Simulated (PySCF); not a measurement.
**OsN₂⁺: doublet, from a side-on start**

Aim: relax OsN₂⁺ as a doublet from a side-on start, check by its vibrations whether the end is a minimum, and collect its spectrum and constants.

Program: PySCF 2.14.0. Level of theory: PBE0, basis Os def2-TZVP with ECP60, N def2-TZVP, scalar-relativistic core potentials, no spin–orbit coupling, density fitting. These are calculated values, not measurements.

### 1 The system as given

3 atoms, charge 1, spin multiplicity 2.

Bond lengths: Os1–N2 2.040 Å, Os1–N3 2.040 Å, N2–N3 1.200 Å. Angles: N2–Os1–N3 34.2°, Os1–N2–N3 72.9°, Os1–N3–N2 72.9°.

```xyz
3
charge 1 multiplicity 2
Os    0.0000    0.0000    0.0000
N     0.6000    0.0000    1.9498
N    -0.6000    0.0000    1.9498
```

### 2 First SCF at the start

One driver script runs all steps and calls PySCF; scf.py shows how it sets up the SCF of each step. The optimiser is the driver's own. After this first run the driver tries any further starts and a stability analysis.

scf.py

```python
from pyscf import gto, scf, dft
mol = gto.M(atom='''
Os     0.000000     0.000000     0.000000
N      0.600000     0.000000     1.949769
N     -0.600000     0.000000     1.949769''',
    basis={'Os': 'def2-TZVP', 'N': 'def2-TZVP'},
    ecp={'Os': 'def2-TZVP'},
    charge=1, spin=1)
mf = dft.UKS(mol, xc='PBE0')
mf.grids.atom_grid = (50, 194)
aux = {'Os': 'def2-universal-JKFIT', 'N': 'def2-universal-JKFIT'}
mf = mf.density_fit(auxbasis=aux)
mf.conv_tol = 1e-08
mf.diis_space = 10
mf.max_cycle = 60
mf.init_guess = 'minao'
mf.verbose = 4
mf.kernel()
```

Started as:

```
OMP_NUM_THREADS=2 python axn.py task.json out
```

Further steps of the session: Relaxation: side-on start, doublet; Is it a minimum? Harmonic modes.

Before running it: what results should come out? Wanted: minimum; geometry; wavenumbers; dipole moment; highest occupied, lowest empty level; polar-tensor charge of Os1; zero-point energy; ⟨S²⟩.

**Answer**, as computed:

| quantity | value |
| --- | --- |
| minimum | broken-symmetry (Ms = 1/2), C2v |
| geometry | N–N 1.158 Å, Os–N 2.012 Å (×2); N–N–Os 73.3° (×2), N–Os–N 33.5° |
| wavenumbers (cm⁻¹) | 375, 502, 1920 |
| dipole moment (centre of mass) | 1.79 D |
| highest occupied, lowest empty level (either spin) | -13.89, -10.62 eV |
| polar-tensor charge of Os1 | +0.84 e |
| zero-point energy | 16.7 kJ/mol |
| entropy at 298.15 K | 279.0 J/(mol K) |
| ⟨S²⟩ | 1.753 |

What this shows: The side-on start keeps its C2v symmetry and ends in a minimum. The determinant is spin-contaminated (⟨S²⟩ = 1.75 against 0.75), so it is no pure spin state. The strongest infrared band lies at 1920 cm⁻¹. The first SCF alone would have been 100 kJ/mol too high. Only this shape and spin were tried, so other structures or states may lie lower. The SCF density has lower symmetry than the nuclear frame. One determinant may miss the lowest occupation of an open d or f shell. Spin–orbit coupling, left out here, can matter for elements this heavy.
